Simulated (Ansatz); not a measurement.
Below is the output of a Python script on Ansatz 0.2.0 through its Python package that makes a geometry optimisation of Br2HIn, SMILES [Br][InH][Br]. Write a script that gives it. Settings: r2SCAN, def2-SVP basis, multiplicity 1.

| atom | x (Å) | y (Å) | z (Å) |
| --- | --- | --- | --- |
| Br | -1.9460 | 0.8846 | -1.2217 |
| In | 0.0531 | 0.3977 | -0.1167 |
| Br | 0.6913 | -2.2082 | -0.0209 |
| H | 1.2571 | 0.8657 | 1.3390 |

```console
$ python br2hin.py
step   1  E = -145269.148702 eV  largest force component 3.1326 eV/A
step   2  E = -145269.787730 eV  largest force component 1.0951 eV/A
step   3  E = -145269.963883 eV  largest force component 0.2814 eV/A
step   4  E = -145269.984633 eV  largest force component 0.1308 eV/A
step   5  E = -145269.985919 eV  largest force component 0.0229 eV/A
step   6  E = -145269.986102 eV  largest force component 0.0021 eV/A
reference energy   -145269.986114 eV
total energy       -145269.986114 eV
occupied orbitals outside the frozen core (up, down): [46, 46]  frozen: 0  virtual: [49, 49]
pair        before    after (A)
Br0-In1      2.3355   2.4793
In1-Br2      2.6846   2.4793
In1-H3       1.9462   1.7056
final angle Br0-In1-Br2: 113.29 deg
final angle Br0-In1-H3: 123.35 deg
final angle Br2-In1-H3: 123.36 deg
```

One script that gives this output:

The script, `br2hin.py`:
```python
import itertools
import warnings

import ansatz as az
from ase import Atoms
from ase.data import atomic_numbers, covalent_radii
import numpy as np


def main() -> None:
    warnings.simplefilter('ignore', az.DeckWarning)

    atoms = Atoms(['Br', 'In', 'Br', 'H'], positions=[
        (-1.946, 0.8846, -1.2217),
        (0.0531, 0.3977, -0.1167),
        (0.6913, -2.2082, -0.0209),
        (1.2571, 0.8657, 1.339),
    ])
    geometry = az.Crystal.molecule_from_ase(atoms)

    model = (
        geometry.calculation()
        .basis(gaussian='def2-SVP')
        .functional('r2SCAN')
    )
    symbols = [site.symbol for site in geometry.cartesian_sites]
    start = np.array([site.position_ang for site in geometry.cartesian_sites], dtype=float)
    def progress(event):
        if event['event'] == 'relax_step':
            row = event['data']
            print(f'step {row["step"]:3d}  E = {row["lagrangian_ev"]:.6f} eV  largest force component {row["allowed_force_max_ev_ang"]:.4f} eV/A')


    data = model.relax(force_tolerance=0.005).session().plan().execute(on_event=progress).report
    end = np.array(data['positions_ang'])

    print('reference energy %16.6f eV' % data['reference_energy_ev'])
    print('total energy     %16.6f eV' % data['free_energy_ev'])
    print('occupied orbitals outside the frozen core (up, down):', data['n_occupied'], ' frozen:', data['n_frozen'], ' virtual:', data['n_virtual'])

    radius = [covalent_radii[atomic_numbers[s]] for s in symbols]
    span = lambda where, i, j: np.linalg.norm(where[i] - where[j])
    bonded = [(i, j) for i, j in itertools.combinations(range(len(symbols)), 2) if min(span(start, i, j), span(end, i, j)) < 1.2 * (radius[i] + radius[j])]
    print('pair        before    after (A)')
    for i, j in bonded:
        print(f'{symbols[i]}{i}-{symbols[j]}{j}'.ljust(10), f'{span(start, i, j):8.4f} {span(end, i, j):8.4f}')
    for first, second in list(itertools.combinations(bonded, 2)):
        shared = set(first) & set(second)
        if shared and symbols[(j := shared.pop())] != 'H':
            i, k = sorted((set(first) | set(second)) - {j})
            u, v = end[i] - end[j], end[k] - end[j]
            angle = np.degrees(np.arccos(np.clip(u @ v / np.linalg.norm(u) / np.linalg.norm(v), -1, 1)))
            print(f'final angle {symbols[i]}{i}-{symbols[j]}{j}-{symbols[k]}{k}: {angle:.2f} deg')


if __name__ == '__main__':
    main()
```

Reading the output:
- Total energies depend on the basis set; only differences at equal settings carry meaning.
- The end point is the stationary point reached from this start; no frequency run checks that it is a minimum, and the basis set is modest.
- def2 sets replace the cores of elements past krypton by effective core potentials.
- Wall time of the script: 38 s on 1 thread of Arm Neoverse V2, on a shared host, peak memory 0.23 GiB.
